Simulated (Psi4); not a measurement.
# TiHCl3O (SMILES Cl[Ti](Cl)(Cl)O): B2PLYP/def2-SVP (density fitting for correlation)

Aim: the energy change on altering one bond length of TiHCl3O at B2PLYP/def2-SVP (density fitting for correlation), from 2 runs. 

Program for the calculation: Psi4 1.11.

4 further runs of the same task are left out: 4 that didn't finish.

## (1) The molecule

TiHCl3O has 6 atoms, charge 0, and is taken as a singlet. SMILES: `Cl[Ti](Cl)(Cl)O`. Geometry: relaxed at PBE0-D4/def2-TZVP.

Bond lengths: Cl1–Ti2 2.179 Å, Ti2–Cl3 2.179 Å, Ti2–Cl4 2.180 Å, Ti2–O5 1.745 Å, O5–H6 0.958 Å. Angles: Cl1–Ti2–Cl3 108.5°, Cl1–Ti2–Cl4 110.3°, Cl1–Ti2–O5 109.1°, Cl3–Ti2–Cl4 110.3°, Cl3–Ti2–O5 109.1°, Cl4–Ti2–O5 109.5°, Ti2–O5–H6 146.9°.

## (2) A single-point energy at B2PLYP/def2-SVP (density fitting for correlation)

Input file cl3hoti.in:

```
memory 2.2 GB

molecule molecule1 {
  Cl    -1.629250    -0.831330     1.360800
  Ti    -0.080580    -0.347470    -0.093680
  Cl     1.757320    -1.362960     0.488070
  Cl    -0.693400    -0.978720    -2.087950
  O      0.191890     1.375840    -0.087440
  H      0.454040     2.144630     0.420190
  symmetry c1
}

set {
  basis                def2-SVP
  puream               true
  e_convergence        1e-09
  d_convergence        1e-08
  scf_type             pk
  dft_radial_points    99
  dft_spherical_points 590
  num_frozen_docc      21
}

energy('b2plyp')
print_variables()
```

Launch:

```console
$ psi4 -i cl3hoti.in -o cl3hoti.out -n 1
```

cl3hoti.out:

```text
[...]
  Running in c1 symmetry.
[...]
  Nuclear repulsion =  537.727169234765938
[...]
  Multiplicity = 1
[...]
  Nalpha       = 41
  Nbeta        = 41
[...]
    Number of basis functions: 104
[...]
   @RKS iter   1: -2304.13394910674242   -6.14642e-01   8.45277e-03 DIIS/ADIIS
[...]
   @RKS iter  13: -2304.53168796614273   -1.68257e-11   9.27153e-09 DIIS
[...]
    Orbital Energies [Eh]
    ---------------------
    Doubly Occupied:
       1A   -180.922237     2A   -102.885916     3A   -102.885742
       4A   -102.883029     5A    -20.751552     6A    -19.782201
       7A    -17.326520     8A    -17.326124     9A    -17.326104
      10A     -9.920517    11A     -9.920350    12A     -9.917660
      13A     -7.563875    14A     -7.563711    15A     -7.561351
      16A     -7.561188    17A     -7.561155    18A     -7.561053
      19A     -7.560986    20A     -7.558535    21A     -7.558216
      22A     -2.743036    23A     -1.780239    24A     -1.772281
      25A     -1.771766    26A     -1.137686    27A     -0.930958
      28A     -0.922235    29A     -0.920277    30A     -0.630812
      31A     -0.476472    32A     -0.473248    33A     -0.452229
      34A     -0.443562    35A     -0.441473    36A     -0.421587
[...]
  @RKS Final Energy: -2304.53168796614273
   => Energetics <=
    Nuclear Repulsion Energy =            537.7271692347659382
    One-Electron Energy =               -4244.0257509470648074
    Two-Electron Energy =                1466.4707236514168471
    DFT Exchange-Correlation Energy =     -64.7038299052604202
    Empirical Dispersion Energy =           0.0000000000000000
    VV10 Nonlocal Energy =                  0.0000000000000000
    Total Energy =                      -2304.5316879661427265
[...]
 Multipole Moments:
 ------------------------------------------------------------------------------------
     Multipole            Electronic (a.u.)      Nuclear  (a.u.)        Total (a.u.)
 ------------------------------------------------------------------------------------
 L = 1.  Multiply by 2.5417464519 to convert [e a0] to [Debye]
 Dipole X            :         -0.3352323            0.5895922            0.2543600
 Dipole Y            :         -1.8785764            2.8473893            0.9688129
 Dipole Z            :         -0.1476925            0.5112891            0.3635966
 Magnitude           :                                                    1.0655983
[...]
```

Run time: 9 s. Hardware: 1 thread of Intel Xeon 6975P-C (Granite Rapids), shared host; peak memory 1.1 GiB.

## (3) The distorted shape, same level

Input file cl3hoti.xyz:

```xyz
6
Cl3HOTi
Cl    -2.868195    -1.218421     2.524392
Ti    -0.080580    -0.347470    -0.093680
Cl     1.757320    -1.362960     0.488070
Cl    -0.693400    -0.978720    -2.087950
O      0.191890     1.375840    -0.087440
H      0.454040     2.144630     0.420190
```

Input file job.py:

```python
import psi4

psi4.set_memory(2200000000)
psi4.set_num_threads(1)
psi4.core.set_output_file('cl3hoti.out', False)

with open('cl3hoti.xyz') as f:
    atoms = ''.join(f.readlines()[2:])
m = psi4.geometry('0 1\n' + atoms + 'symmetry c1\nno_reorient\nno_com')

psi4.set_options({
    'puream': True,
    'e_convergence': 1e-09,
    'd_convergence': 1e-08,
    'scf_type': 'pk',
    'dft_radial_points': 99,
    'dft_spherical_points': 590,
    'num_frozen_docc': 21,
})

e = psi4.energy('b2plyp/def2-SVP')
print(f'b2plyp/def2-SVP energy: {e:.10f} Eh')
for k, v in sorted(psi4.core.scalar_variables().items()):
    print(f'{k:45s} {v:18.10f}')
```

Launch:

```console
$ python job.py
```

cl3hoti.out:

```text
[...]
  Running in c1 symmetry.
[...]
  Nuclear repulsion =  463.506170961018768
[...]
  Multiplicity = 1
[...]
  Nalpha       = 41
  Nbeta        = 41
[...]
    Number of basis functions: 104
[...]
   @RKS iter   1: -2303.82916450983294   -5.55147e-01   8.76545e-03 ADIIS/DIIS
[...]
   @RKS iter  30: -2304.37368890835978   -8.64020e-12   6.82680e-09 DIIS
[...]
    Orbital Energies [Eh]
    ---------------------
    Doubly Occupied:
       1A   -180.978549     2A   -102.931624     3A   -102.928405
       4A   -102.779474     5A    -20.802913     6A    -19.829064
       7A    -17.378648     8A    -17.378031     9A    -17.377764
      10A     -9.965692    11A     -9.962517    12A     -9.808220
      13A     -7.608944    14A     -7.606645    15A     -7.606168
      16A     -7.605825    17A     -7.603501    18A     -7.602890
      19A     -7.454307    20A     -7.448312    21A     -7.448305
      22A     -2.792562    23A     -1.830803    24A     -1.822341
      25A     -1.816855    26A     -1.180797    27A     -0.968813
      28A     -0.961769    29A     -0.792731    30A     -0.673879
      31A     -0.519871    32A     -0.511407    33A     -0.489879
      34A     -0.481250    35A     -0.458345    36A     -0.441409
[...]
  @RKS Final Energy: -2304.37368890835978
   => Energetics <=
    Nuclear Repulsion Energy =            463.5061709610187677
    One-Electron Energy =               -4094.5973487667843074
    Two-Electron Energy =                1391.3702769402711965
    DFT Exchange-Correlation Energy =     -64.6527880428652395
    Empirical Dispersion Energy =           0.0000000000000000
    VV10 Nonlocal Energy =                  0.0000000000000000
    Total Energy =                      -2304.3736889083597816
[...]
 Multipole Moments:
 ------------------------------------------------------------------------------------
     Multipole            Electronic (a.u.)      Nuclear  (a.u.)        Total (a.u.)
 ------------------------------------------------------------------------------------
 L = 1.  Multiply by 2.5417464519 to convert [e a0] to [Debye]
 Dipole X            :         59.7033019          -57.5540186            2.1492834
 Dipole Y            :        105.4311779         -103.9627291            1.4684488
 Dipole Z            :        -26.6900153           25.2777590           -1.4122563
 Magnitude           :                                                    2.9614572
[...]
```

On the terminal:

```text
b2plyp/def2-SVP energy: -2304.7098072126 Eh
B2PLYP DOUBLE-HYBRID CORRECTION ENERGY             -0.3361183043
B2PLYP TOTAL ENERGY                             -2304.7098072126
CURRENT ENERGY                                  -2304.7098072126
CURRENT REFERENCE ENERGY                        -2304.3736889084
DD SOLVATION ENERGY                                 0.0000000000
DFT FUNCTIONAL TOTAL ENERGY                     -2304.3736889084
DFT TOTAL ENERGY                                -2304.7098072126
DFT VV10 ENERGY                                     0.0000000000
DFT XC ENERGY                                     -64.6527880429
DOUBLE-HYBRID CORRECTION ENERGY                    -0.3361183043
GRID ELECTRONS ALPHA                               40.9999997388
GRID ELECTRONS BETA                                40.9999997388
GRID ELECTRONS TOTAL                               81.9999994776
NUCLEAR REPULSION ENERGY                          463.5061709610
ONE-ELECTRON ENERGY                             -4094.5973487668
PCM POLARIZATION ENERGY                             0.0000000000
PE ENERGY                                           0.0000000000
SCF ITERATION ENERGY                            -2304.3736889084
SCF ITERATIONS                                     30.0000000000
SCF TOTAL ENERGY                                -2304.3736889084
TWO-ELECTRON ENERGY                              1391.3702769403
XC GRID RADIAL POINTS                              99.0000000000
XC GRID SPHERICAL POINTS                          590.0000000000
XC GRID TOTAL POINTS                           337747.0000000000
```

It took 14 s on 1 thread of Intel Xeon 6975P-C (Granite Rapids), shared host; peak memory 1.1 GiB.

## (4) Summary of results

Level: B2PLYP/def2-SVP (density fitting for correlation), 21 core orbitals frozen.

```
                                                           quantity           value
                                          first shape: total energy  -2304.84800 Eh
                     first shape: HOMO energy (SCF part's orbitals)       -10.23 eV
                     first shape: LUMO energy (SCF part's orbitals)        -1.90 eV
                   first shape: HOMO–LUMO gap (SCF part's orbitals)         8.33 eV
                                      distorted shape: total energy  -2304.70981 Eh
                 distorted shape: HOMO energy (SCF part's orbitals)        -7.53 eV
                 distorted shape: LUMO energy (SCF part's orbitals)        -4.25 eV
               distorted shape: HOMO–LUMO gap (SCF part's orbitals)         3.28 eV
energy change with the Cl1–Ti2 bond stretched from 2.179 to 3.922 Å        3.760 eV
```

**Reading.** One bond (distorted shape) is far stretched, which a spin-restricted single reference describes badly; perturbation theory on it can break down and give far too much correlation. With the Cl1–Ti2 bond stretched from 2.179 to 3.922 Å the energy rises by 3.76 eV (363 kJ/mol). The first shape isn't relaxed at this level, so the change isn't measured from a minimum. A restricted reference can't describe the breaking bond well at this length.
